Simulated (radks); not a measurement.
**Cd³⁷⁺ in [Ne] 3s1: an all-electron calculation**

Wanted: eigenvalues, radial structure and energy terms of the cadmium ion Cd37+.

Program: radks (a radial shooting solver on a logarithmic mesh, Libxc functionals) version 1. Level of theory: scalar-relativistic Kohn-Sham, BLYP, spin-polarised, spherical densities, finite nucleus; open shells are filled with parallel spins first. These are calculated values, not measurements, unless marked.

## (1) What is computed

```
element            : cadmium (Z = 48)
charge             : +37
electrons          : 11
configuration      : [Ne] 3s1
nuclear rms radius : 4.6087 fm
```

The outer shells:

Cd³⁷⁺
```
[Ne] core
3s [↑ ]
```

## (2) The run

The run's settings:

```text
Z 48
configuration [Ne] 3s1
relativity scalar-relativistic
functional b88,lyp
spin polarised
nucleus finite rms 4.6087 fm
c 137.035999084
```

On the command line:

```bash
> python run_ks.py task.json out
```

The same process makes all the runs of this session.

**Question.** What will this run give?

The runs gave:

| quantity | value |
| --- | --- |
| total energy | -4410.94803 hartree |
| exchange-correlation share of it | 1.91 % |
| −T/E | 1.0492 |
| highest occupied level | 3s up, -2473.9 eV |
| most extended occupied level | 3s up, <r> = 0.311 bohr |
| radius at density 0.001 e/bohr³ | 0.771 bohr |
| maxima of the radial density | 2 |
| ionisation energy, NIST | 2498.6 (semi-emp.) eV |

What this shows: The radial density shows 2 maxima for 3 occupied principal shells; where shells overlap, one shows as a shoulder or not at all. −T/E is 1.049: with relativity the kinetic term as defined here no longer equals −E. Minus the highest eigenvalue, 2473.9 eV, is 99 % of the tabulated ionisation energy (2498.6 eV). 
